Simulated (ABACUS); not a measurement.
# DyAgB4F16 (P1) in ABACUS: notebook

Runs on DyAgB4F16. Level: PBE. Tasks: single point.

Everything below comes from runs of ABACUS 3.10.1. Logs are shortened: lines on timing, memory, paths and dates and some standing lists are left out, and cuts for length are marked.

## 1. Starting point

The typed cell holds 22 atoms: a = 5.407 Å, b = 6.876 Å, c = 9.519 Å, α = 80.98°, β = 87.30°, γ = 90.07°.

The cell was built by a generator and needn't be a form met in nature.

## 2. Single point, PBE

Input file run_abacus.py:

```python
"""ABACUS run from a structure file: ASE reads it, the script writes STRU, KPT and INPUT."""
import re
import subprocess
from ase.io import read
from ase.units import Bohr

atoms = read("POSCAR")
atoms = atoms[(-atoms.numbers).argsort(kind="stable")]  # ABACUS lists atoms element by element
pseudo = {'Dy': 'Dy.upf', 'Ag': 'Ag.upf', 'F': 'F.upf', 'B': 'B.upf'}
orbital = {'Dy': 'Dy_confined-atom_8au_3s2p2d1f.orb', 'Ag': 'Ag_confined-atom_7au_3s2p2d1f.orb', 'F': 'F_confined-atom_6au_2s2p1d.orb', 'B': 'B_confined-atom_7au_2s2p1d.orb'}
magmoms = None
kmesh = [4, 3, 2]
params = {
    'suffix': 'DyAgB4F16',
    'calculation': 'scf',
    'basis_type': 'lcao',
    'pseudo_dir': './',
    'orbital_dir': './',
    'symmetry': 1,
    'dft_functional': 'pbe',
    'ecutwfc': 100,
    'pseudo_rcut': 10,
    'nspin': 1,
    'nbands': 99,
    'ks_solver': 'scalapack_gvx',
    'smearing_method': 'fd',
    'smearing_sigma': 0.00367493,
    'scf_thr': 1e-07,
    'scf_nmax': 100,
    'mixing_type': 'broyden',
    'mixing_beta': 0.7,
    'cal_force': 1,
    'cal_stress': 1,
    'out_mul': 1,
    'out_chg': 1,
}

symbols = atoms.get_chemical_symbols()
elements = list(dict.fromkeys(symbols))
lines = ["ATOMIC_SPECIES"] + [f"{e} {atoms.get_masses()[symbols.index(e)]:.4f} {pseudo[e]}" for e in elements]
if orbital:
    lines += ["", "NUMERICAL_ORBITAL"] + [orbital[e] for e in elements]
lines += ["", "LATTICE_CONSTANT", f"{1 / Bohr:.10f}", "", "LATTICE_VECTORS"]
lines += [" ".join(f"{x:.10f}" for x in v) for v in atoms.cell]
lines += ["", "ATOMIC_POSITIONS", "Direct"]
for e in elements:
    lines += ["", e, "0.0", str(symbols.count(e))]
    for i, p in enumerate(atoms.get_scaled_positions(wrap=False)):
        if symbols[i] == e:
            mag = "" if magmoms is None else " mag " + " ".join(str(x) for x in (magmoms[i] if isinstance(magmoms[i], list) else [magmoms[i]]))
            lines.append(" ".join(f"{x:.10f}" for x in p) + " 1 1 1" + mag)
open("STRU", "w").write("\n".join(lines) + "\n")
open("KPT", "w").write("K_POINTS\n0\nGamma\n%d %d %d 0 0 0\n" % tuple(kmesh))
open("INPUT", "w").write("INPUT_PARAMETERS\n" + "".join(f"{k:<20s}{v}\n" for k, v in params.items()))

done = subprocess.run(['mpirun', '-np', '8', 'abacus'])
if done.returncode:
    raise SystemExit(done.returncode)
log = open("OUT.DyAgB4F16/running_scf.log").read()
print("final energy (eV):", re.findall(r"FINAL_ETOT_IS (\S+)", log))
```

Input file POSCAR:

```
DyAgB4F16
1.0
    5.4053900000     -0.1247800000     -0.0296000000
    0.1513200000      6.8721400000      0.1622500000
    0.5295900000      1.2588900000      9.4209700000
Dy Ag B F
1 1 4 16
Direct
    0.5192600000      0.0275200000      0.4723800000
    0.0030800000      0.9624700000      0.9868400000
    0.9811900000      0.2151300000      0.3195900000
    0.5517800000      0.2268800000      0.7993000000
    0.4733700000      0.8134700000      0.2248100000
    0.9948600000      0.7388200000      0.6627200000
    0.1967400000      0.2406300000      0.3980900000
    0.9178100000      0.0073000000      0.3501200000
    0.0158600000      0.2805800000      0.1789600000
    0.7716200000      0.3023900000      0.3844900000
    0.4761400000      0.4101300000      0.8152200000
    0.8073300000      0.1978500000      0.8115500000
    0.4209300000      0.0742300000      0.8875400000
    0.5016300000      0.1984200000      0.6473300000
    0.2548100000      0.7542000000      0.1764500000
    0.4671800000      0.0264000000      0.2292800000
    0.4926700000      0.7381600000      0.3764800000
    0.6804700000      0.7664400000      0.1483500000
    0.0044300000      0.5747800000      0.6020000000
    0.1981100000      0.8767200000      0.5992800000
    0.0041900000      0.7167900000      0.8076400000
    0.7665500000      0.8507100000      0.6215800000
```

Potentials or basis: PseudoDojo NC SR 0.4.1 PBE standard, lanthanides 3+ (f in core), DZP LCAO (the cutoffs set its grid).

Run with:

```bash
OMP_NUM_THREADS=1 python run_abacus.py > log
```

running log:

```text
ABACUS v3.10.1

               Atomic-orbital Based Ab-initio Computation at UStc

 ------------------------------------------------------------------------------------

 READING GENERAL INFORMATION
                           global_out_dir = OUT.DyAgB4F16/
                           global_in_card = INPUT
                               pseudo_dir = ./
                              orbital_dir = ./
                                    DSIZE = 8
                                    GSIZE = 1

 READING UNITCELL INFORMATION
                                    ntype = 4
                  lattice constant (Bohr) = 1.88973
              lattice constant (Angstrom) = 1

 READING ATOM TYPE 1
                               atom label = Dy
                      L=0, number of zeta = 3
                      L=1, number of zeta = 2
                      L=2, number of zeta = 2
                      L=3, number of zeta = 1
             number of atom for this type = 1

 READING ATOM TYPE 2
                               atom label = Ag
                      L=0, number of zeta = 3
                      L=1, number of zeta = 2
                      L=2, number of zeta = 2
                      L=3, number of zeta = 1
             number of atom for this type = 1

 READING ATOM TYPE 3
                               atom label = F
                      L=0, number of zeta = 2
                      L=1, number of zeta = 2
                      L=2, number of zeta = 1
             number of atom for this type = 16

 READING ATOM TYPE 4
                               atom label = B
                      L=0, number of zeta = 2
                      L=1, number of zeta = 2
                      L=2, number of zeta = 1
             number of atom for this type = 4

                        TOTAL ATOM NUMBER = 22
DIRECT COORDINATES
    atom                   x                   y                   z     mag                  vx                  vy                  vz
taud_Dy1            0.5192600000        0.0275200000        0.4723800000  0.0000        0.0000000000        0.0000000000        0.0000000000
taud_Ag1            0.0030800000        0.9624700000        0.9868400000  0.0000        0.0000000000        0.0000000000        0.0000000000
taud_F1            0.1967400000        0.2406300000        0.3980900000  0.0000        0.0000000000        0.0000000000        0.0000000000
taud_F2            0.9178100000        0.0073000000        0.3501200000  0.0000        0.0000000000        0.0000000000        0.0000000000
taud_F3            0.0158600000        0.2805800000        0.1789600000  0.0000        0.0000000000        0.0000000000        0.0000000000
taud_F4            0.7716200000        0.3023900000        0.3844900000  0.0000        0.0000000000        0.0000000000        0.0000000000
taud_F5            0.4761400000        0.4101300000        0.8152200000  0.0000        0.0000000000        0.0000000000        0.0000000000
taud_F6            0.8073300000        0.1978500000        0.8115500000  0.0000        0.0000000000        0.0000000000        0.0000000000
[... 8 lines left out ...]
taud_F15           0.0041900000        0.7167900000        0.8076400000  0.0000        0.0000000000        0.0000000000        0.0000000000
taud_F16           0.7665500000        0.8507100000        0.6215800000  0.0000        0.0000000000        0.0000000000        0.0000000000
taud_B1            0.9811900000        0.2151300000        0.3195900000  0.0000        0.0000000000        0.0000000000        0.0000000000
taud_B2            0.5517800000        0.2268800000        0.7993000000  0.0000        0.0000000000        0.0000000000        0.0000000000
taud_B3            0.4733700000        0.8134700000        0.2248100000  0.0000        0.0000000000        0.0000000000        0.0000000000
taud_B4            0.9948600000        0.7388200000        0.6627200000  0.0000        0.0000000000        0.0000000000        0.0000000000

                          Volume (Bohr^3) = 2355.99
                             Volume (A^3) = 349.122

 Lattice vectors: (Cartesian coordinate: in unit of a_0)
             +5.40539            -0.12478             -0.0296
             +0.15132            +6.87214            +0.16225
             +0.52959            +1.25889            +9.42097
 Reciprocal vectors: (Cartesian coordinate: in unit of 2 pi/a_0)
            +0.184858         -0.00383721         -0.00987884
          +0.00326042           +0.145908          -0.0196804
         +0.000524658         -0.00252491           +0.106454
 The esolver type has been set to : ksdft_lcao

                PAO radial cut off (Bohr) = 10

 Read in pseudopotential file is Dy.upf
                     pseudopotential type = NC
          exchange-correlation functional = PBE
                 nonlocal core correction = 1
                        valence electrons = 11
[... 215 lines left out ...]
[... 13 lines left out ...]
                         PeriodicBoundary = 1
                        Radius(unit:lat0) = 11.2
                                   glayer = [ 4, 3, 3 ]
                             glayer_minus = [ 3, 2, 2 ]

Find the coordinate range of the input atom(unit:lat0).
                                  min_tau = [ -17.4, -16.3, -17.8 ]
                                  max_tau = [ 23.4, 24.5, 28.7 ]
                                BoxNumber = [ 7, 5, 5 ]

 SETUP EXTENDED REAL SPACE GRID FOR GRID INTEGRATION
                          real space grid = [ 72, 90, 120 ]
                 big cell numbers in grid = [ 18, 18, 40 ]
             meshcell numbers in big cell = [ 4, 5, 3 ]
                        extended fft grid = [ 15, 12, 19 ]
                dimension of extened grid = [ 49, 43, 79 ]
                            UnitCellTotal = 27
              Atom number in sub-FFT-grid = 18
    Local orbitals number in sub-FFT-grid = 260
                                ParaV.nnr = 60031
                                 init_chg = atomic

 LCAO ALGORITHM --------------- ION=   1  ELEC=   1--------------------------------
degeneracy_need = 31.
degeneracy_saved = 12.
degeneracy_need = 31.
degeneracy_saved = 12.
degeneracy_need = 31.
degeneracy_saved = 12.
degeneracy_need = 31.
degeneracy_saved = 12.
degeneracy_need = 31.
degeneracy_saved = 12.
degeneracy_need = 31.
degeneracy_saved = 12.
degeneracy_need = 31.
degeneracy_saved = 12.
degeneracy_need = 31.
[... 506 lines left out ...]
 Density error is 5.26274222845e-08
----------------------------------------------------------
     Energy           Rydberg                 eV
----------------------------------------------------------
 E_KohnSham     -1211.0000321557     -16476.5007155012
 E_KS(sigma->0) -1211.0000321557     -16476.5007155012
 E_Harris       -1211.0000243121     -16476.5006087829
 E_band         -136.6380080016      -1859.0554721911
 E_one_elec     -938.1391193172      -12764.0375394161
 E_Hartree      532.6248158505       7246.7323917673
 E_xc           -255.3472629978      -3474.1777454747
 E_Ewald        -550.1384656912      -7485.0178223777
 E_entropy(-TS) 0.0000000000         0.0000000000
 E_descf        0.0000000000         0.0000000000
 E_exx          0.0000000000         0.0000000000
 E_Fermi        0.1584267828         2.1555069612
----------------------------------------------------------

 charge density convergence is achieved
 final etot is -16476.500716 eV
 EFERMI = 2.1555069612 eV

 STATE ENERGY(eV) AND OCCUPATIONS    NSPIN == 1
 1/14 kpoint (Cartesian) = 0.0000 0.0000 0.0000 (4980 pws)
       1       -87.7716      0.0833333
       2       -51.3593      0.0833333
       3       -51.3274      0.0833333
       4       -51.3162      0.0833333
       5       -46.5573      0.0833333
       6       -24.8042      0.0833333
[... 596 lines left out ...]
      98        12.5697        0.00000
      99        12.8993        0.00000

[... levels at 8 further k points ...]

 correction force for each atom along direction 1 is -8.70329e-08
 correction force for each atom along direction 2 is 7.98213e-08
 correction force for each atom along direction 3 is 2.35940e-07
------------------------------------------------------------------------------------------
 TOTAL-FORCE (eV/Angstrom)
------------------------------------------------------------------------------------------
                       Dy1         0.0749994307        -0.0825350838        -0.1855506832
                       Ag1        -0.0144989696         0.0381239678         0.0145172095
                        F1         0.4834755347         0.2061465451         0.3277591197
                        F2        -0.0988101252        -0.4997522371         0.0702419943
                        F3         0.0845488589         0.2065609568        -0.9226222660
                        F4        -0.4220943620         0.3592966960         0.2545139208
                        F5        -0.2522570102         0.8792268022         0.1113713955
                        F6         0.7140236478        -0.0855657404         0.0107305707
                        F7        -0.3208611353        -0.5029997995         0.4104505260
                        F8        -0.1236236988         0.0078168849        -0.3587829414
                        F9        -0.7558832584        -0.3001540266        -0.2598485702
                       F10        -0.0139574205         0.4834697396        -0.0241000572
                       F11         0.0640137921        -0.1842413518         0.4963971294
                       F12         0.6479703411        -0.3103034517        -0.4283749686
                       F13        -0.0105592385        -0.8628215635        -0.4284473350
                       F14         0.2797461628         0.2749060787        -0.1094669017
                       F15         0.0764864380        -0.0114655286         0.8717159843
                       F16        -0.3718159230         0.2062973383        -0.0038583943
                        B1        -0.0699649593        -0.2413807534         0.2926668939
                        B2         0.0023313577        -0.2314925299        -0.1826692379
                        B3         0.0466467903         0.3061802337         0.2491775749
                        B4        -0.0199162536         0.3446868233        -0.2058209634
------------------------------------------------------------------------------------------

----------------------------------------------------------------
 TOTAL-STRESS (KBAR)
----------------------------------------------------------------
        19.3692249699        -0.7037518325        -0.7290009802
        -0.7037518325        21.0192540049         0.7819599815
        -0.7290009802         0.7819599815        20.9220282594
----------------------------------------------------------------
 TOTAL-PRESSURE: 20.436836 KBAR

 --------------------------------------------
 !FINAL_ETOT_IS -16476.5007155011699069 eV
 --------------------------------------------
```

Wall time 83 s (8 MPI ranks of Intel Xeon 6975P-C (Granite Rapids), shared host); peak memory 2.8 GiB.

Results:

| Property | Result |
| --- | --- |
| Free energy | -16476.5007 eV |
| Largest force | 0.963 eV/Å |
| Band gap on the k mesh | 4.35 eV, indirect (least direct gap 4.37 eV) |
| Mulliken charges | Dy +1.90; Ag +0.72; F -0.18, -0.22, -0.12, -0.13, -0.16, -0.14, -0.23, -0.11, -0.21; B +0.05, +0.06, +0.07 e |

Forces on the atoms (eV/Å):
```
Dy   0.075 -0.083 -0.186
Ag  -0.014  0.038  0.015
F    0.483  0.206  0.328
F   -0.099 -0.500  0.070
F    0.085  0.207 -0.923
F   -0.422  0.359  0.255
F   -0.252  0.879  0.111
F    0.714 -0.086  0.011
F   -0.321 -0.503  0.410
F   -0.124  0.008 -0.359
F   -0.756 -0.300 -0.260
F   -0.014  0.483 -0.024
F    0.064 -0.184  0.496
F    0.648 -0.310 -0.428
F   -0.011 -0.863 -0.428
F    0.280  0.275 -0.109
F    0.076 -0.011  0.872
F   -0.372  0.206 -0.004
B   -0.070 -0.241  0.293
B    0.002 -0.231 -0.183
B    0.047  0.306  0.249
B   -0.020  0.345 -0.206
```

Caveat: the atomic orbitals were generated for these runs and aren't a published set; Mulliken charges move with the basis; spin-orbit coupling is left out, which moves the levels of the heavy elements; an odd mesh through Γ misses points on the zone boundary, where band edges often lie; the 4f electrons are frozen in the core as for a trivalent ion, so they carry no moment and show no levels; the basis of atomic orbitals isn't converged, which shifts pressures, moduli and gaps. PBE gaps usually lie below the measured ones, often by a third to a half.

## 3. Single point, PBE

run_abacus.py, as its differences from that of step 2:

```diff
@@ -3,2 +3,4 @@
 import subprocess
+import spglib
+from ase import Atoms
 from ase.io import read
@@ -6,8 +8,10 @@
 
-atoms = read("POSCAR")
+atoms = read("DyAgB4F16.cif")
+cell, frac, numbers = spglib.standardize_cell((atoms.cell[:], atoms.get_scaled_positions(), atoms.numbers), to_primitive=True, symprec=1e-4)
+atoms = Atoms(numbers=numbers, cell=cell, scaled_positions=frac, pbc=True)  # the primitive cell
 atoms = atoms[(-atoms.numbers).argsort(kind="stable")]  # ABACUS lists atoms element by element
 pseudo = {'Dy': 'Dy.upf', 'Ag': 'Ag.upf', 'F': 'F.upf', 'B': 'B.upf'}
-orbital = {'Dy': 'Dy_confined-atom_8au_3s2p2d1f.orb', 'Ag': 'Ag_confined-atom_7au_3s2p2d1f.orb', 'F': 'F_confined-atom_6au_2s2p1d.orb', 'B': 'B_confined-atom_7au_2s2p1d.orb'}
+orbital = {}
 magmoms = None
-kmesh = [4, 3, 2]
+kmesh = [3, 3, 2]
 params = {
@@ -15,8 +19,7 @@
     'calculation': 'scf',
-    'basis_type': 'lcao',
+    'basis_type': 'pw',
     'pseudo_dir': './',
-    'orbital_dir': './',
     'symmetry': 1,
     'dft_functional': 'pbe',
-    'ecutwfc': 100,
+    'ecutwfc': 84,
     'pseudo_rcut': 10,
@@ -24,6 +27,6 @@
     'nbands': 99,
-    'ks_solver': 'scalapack_gvx',
+    'ks_solver': 'dav',
     'smearing_method': 'fd',
     'smearing_sigma': 0.00367493,
-    'scf_thr': 1e-07,
+    'scf_thr': 1e-08,
     'scf_nmax': 100,
@@ -33,4 +36,4 @@
     'cal_stress': 1,
-    'out_mul': 1,
     'out_chg': 1,
+    'kpar': 8,
 }
```

Input file DyAgB4F16.cif:

```cif
data_DyAgB4F16
_cell_length_a 5.40691106
_cell_length_b 6.87572040
_cell_length_c 9.51945089
_cell_angle_alpha 99.01847087
_cell_angle_beta 92.70232647
_cell_angle_gamma 90.06837416
_space_group_name_H-M_alt 'P1'
_space_group_name_Hall 'P 1'
_space_group_IT_number 1
loop_
_space_group_symop_operation_xyz
'x,y,z'
loop_
_atom_site_label
_atom_site_type_symbol
_atom_site_symmetry_multiplicity
_atom_site_Wyckoff_symbol
_atom_site_fract_x
_atom_site_fract_y
_atom_site_fract_z
_atom_site_occupancy
Dy1 Dy 1 a 0.4807400000 0.9724800000 0.4723800000 1
Ag1 Ag 1 a 0.9969200000 0.0375300000 0.9868400000 1
B1 B 1 a 0.0188100000 0.7848700000 0.3195900000 1
B2 B 1 a 0.4482200000 0.7731200000 0.7993000000 1
B3 B 1 a 0.5266300000 0.1865300000 0.2248100000 1
B4 B 1 a 0.0051400000 0.2611800000 0.6627200000 1
F1 F 1 a 0.8032600000 0.7593700000 0.3980900000 1
F2 F 1 a 0.0821900000 0.9927000000 0.3501200000 1
F3 F 1 a 0.9841400000 0.7194200000 0.1789600000 1
F4 F 1 a 0.2283800000 0.6976100000 0.3844900000 1
F5 F 1 a 0.5238600000 0.5898700000 0.8152200000 1
F6 F 1 a 0.1926700000 0.8021500000 0.8115500000 1
F7 F 1 a 0.5790700000 0.9257700000 0.8875400000 1
F8 F 1 a 0.4983700000 0.8015800000 0.6473300000 1
F9 F 1 a 0.7451900000 0.2458000000 0.1764500000 1
F10 F 1 a 0.5328200000 0.9736000000 0.2292800000 1
F11 F 1 a 0.5073300000 0.2618400000 0.3764800000 1
F12 F 1 a 0.3195300000 0.2335600000 0.1483500000 1
F13 F 1 a 0.9955700000 0.4252200000 0.6020000000 1
F14 F 1 a 0.8018900000 0.1232800000 0.5992800000 1
F15 F 1 a 0.9958100000 0.2832100000 0.8076400000 1
F16 F 1 a 0.2334500000 0.1492900000 0.6215800000 1
```

Potentials or basis: PseudoDojo NC SR 0.4.1 PBE standard, lanthanides 3+ (f in core), plane waves.

Run with:

```bash
OMP_NUM_THREADS=1 python run_abacus.py > log
```

Run time: 3.9 min. Hardware: 8 MPI ranks of AMD EPYC 7R43 (Zen 3), shared host; peak memory 8.2 GiB.

Results (log left out):

- Free energy: -16480.9899 eV
- Largest force: 0.089 eV/Å
- Band gap on the k mesh: 4.17 eV, indirect (least direct gap 4.18 eV)

Forces on the atoms (eV/Å):
```
Dy   0.000  0.005  0.022
Ag  -0.001  0.003  0.003
F    0.034  0.025 -0.020
F    0.004 -0.056  0.001
F    0.008  0.020  0.087
F   -0.029  0.048 -0.013
F   -0.021  0.074 -0.013
F    0.061  0.001 -0.008
F   -0.024 -0.029 -0.034
F   -0.008  0.015  0.004
F   -0.061 -0.033  0.027
F   -0.007  0.037  0.026
F    0.003 -0.037 -0.035
F    0.054 -0.032  0.043
F    0.002 -0.082  0.026
F    0.011  0.008 -0.006
F    0.006 -0.007 -0.075
F   -0.020  0.004 -0.012
B   -0.012 -0.012 -0.034
B   -0.008 -0.034  0.022
B    0.006  0.037 -0.033
B    0.000  0.045  0.024
```

Levels at points of the mesh, in eV from the valence-band top:
```csv
k point,band 75,band 76,band 77,band 78,band 79,band 80
"(0.00, 0.00, 0.00)",-0.50,-0.26,-0.02,4.17,5.26,6.03
"(0.00, 0.00, 0.50)",-0.50,-0.26,-0.02,4.27,5.26,6.00
```

Caveat: spin-orbit coupling is left out, which moves the levels of the heavy elements; an odd mesh through Γ misses points on the zone boundary, where band edges often lie; the 4f electrons are frozen in the core as for a trivalent ion, so they carry no moment and show no levels. As with any semilocal functional, this PBE gap is likely too small.
